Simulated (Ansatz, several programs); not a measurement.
An ordered 4-atom cell of ZnHgO2 on the zincblende lattice (P-4m2), relaxed with PBE in Ansatz (plane waves, PAW): the symmetry is P-4m2 (No. 115, tetragonal); a = 3.394 Å, c = 5.215 Å in the conventional setting, 15.02 Å³ an atom. Zn has 4 O at 2.00 Å; O has 2 Zn at 2.00 Å and 2 Hg at 2.30 Å; Hg has 4 O at 2.30 Å. The cell was then scaled with its shape and fractional coordinates held, which makes it stiffer than a relaxed compression. (Calculated; spin-unpolarised; the phase may be known or hypothetical.)

```csv
V (Å³/atom),E (meV/atom)
14.118,19.57
14.568,4.59
15.019,0.00
15.920,15.53
```

Task: Pass a cubic E = c₀ + c₁u + c₂u² + c₃u³, with u = V − 14.906 Å³, through these points.

Result: c₀ = 0.26, c₁ = -4.821, c₂ = 22.630, c₃ = -2.9825 (meV and Å³).

Task: Where is the minimum, and what bulk modulus follows?

Result: dE/du = 0 at u = +0.109, so V₀ = 15.01 Å³. B = V₀ d²E/dV² = 15.01 × (2c₂ + 6c₃u) = 15.01 × 43.311 = 650 meV/Å³, and 1 meV/Å³ is 0.16022 GPa: 104 GPa. A third-order Birch-Murnaghan fit to all five points gives 15.02 Å³ and 103 GPa.

Task: Predict the energy and the pressure at the withheld volume, 15.469 Å³.

Result: With u = +0.563: E ≈ 4.19 meV and P = −dE/dV ≈ -2.86 GPa. The run gives 4.08 meV and, from its stress, -2.84 GPa.
